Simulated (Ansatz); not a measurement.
# As2− (quartet): wave-function methods side by side, aug-cc-pVDZ

An exercise on one series of results from a longer session: the logs are not shown, and one member is left open.

Program: Ansatz 0.2.0, Gaussian basis. Level of theory: aug-cc-pVDZ, core rule «outside noble gas», up to 28 orbitals frozen. These are calculated values, not measurements.

Plan: UHF; CCSD(T) on ROHF; CCSD(T) on UHF; BCCD(T) on ROHF; CISD; CCSDT(Q) on ROHF; CCSDT(Q) on UHF; CASSCF and MRCISD+Q, 11 electrons in 8 orbitals; CASSCF and NEVPT2, 11 electrons in 8 orbitals.

17 further runs of the same task are left out: 6 that didn't finish, 11 set aside as unsound or not needed.

**The system**

The geometry is a PBE0/def2-TZVPD stationary point (not a proven minimum) of the parent state, kept for this charge and spin. No spin-orbit coupling is included. The filled d shell of As may be among the frozen orbitals whatever the setting's name suggests; the logs give the count.

2 atoms, charge -1, spin multiplicity 4.

Atoms are counted from 1 here; the program's logs count them from 0.

Bond lengths: As1–As2 2.176 Å.

The first run:

in.yaml reads:

```yaml
crystal:
  periodic: [false, false, false]
  atoms:
    - {symbol: As, position_ang: [0.000000, 0.000000, 0.000000]}
    - {symbol: As, position_ang: [0.000000, 0.000000, 2.176400]}
basis:
  gaussian: {orbitals: aug-cc-pVDZ}
total_charge: -1
magnetization: {spin_polarized: true, initial_magnetization: 3}
hamiltonian: {xc: hf}
output: {orbitals: {seedname: orbitals}}
```

Started as:

```sh
> ansatz run in.yaml --threads 1 --pin off --events-out ev --progress --plain --max-ram 2393MiB
```

Among the steps run: UHF; CCSD(T) on ROHF; CCSD(T) on UHF; BCCD(T) on ROHF; CISD; CCSDT(Q) on ROHF; CCSDT(Q) on UHF; CASSCF and MRCISD+Q, 11 electrons in 8 orbitals; CASSCF and NEVPT2, 11 electrons in 8 orbitals.

One of the session's tables, all rows but one given; the rest of the session is left out.

| method | from UCCSDT(Q) (meV) |
| --- | --- |
| ROHF | +5843.0 |
| UHF | +5571.2 |
| RMP2 | +900.5 |
| UMP2 | +983.2 |
| CISD | +711.5 |
| RCCSD | +280.8 |
| UCCSD | +262.5 |
| RCCSD(T) | +53.9 |
| UCCSD(T) | +46.8 |
| BCCD(T) | +53.9 |
| RCCSDT | ? |
| UCCSDT | +16.1 |
| RCCSDT(Q) | +8.6 |
| UCCSDT(Q) | 0 |
| CASSCF valence | +5256.9 |
| NEVPT2 valence | +1219.1 |
| MRCISD valence | +615.2 |
| MRCISD+Q valence | +86.7 |

**Question.** Estimate the row for RCCSDT.

The run gave: from UCCSDT(Q) (meV): +25.4. In the column «from UCCSDT(Q) (meV)» it lies between UCCSDT (+16.1) and UCCSD(T) (+46.8).

Caveats from the session: Restricted and unrestricted rows rest on different reference determinants; where their highest levels disagree by more than a few hundredths of an eV, they describe different states and don't form one ladder.
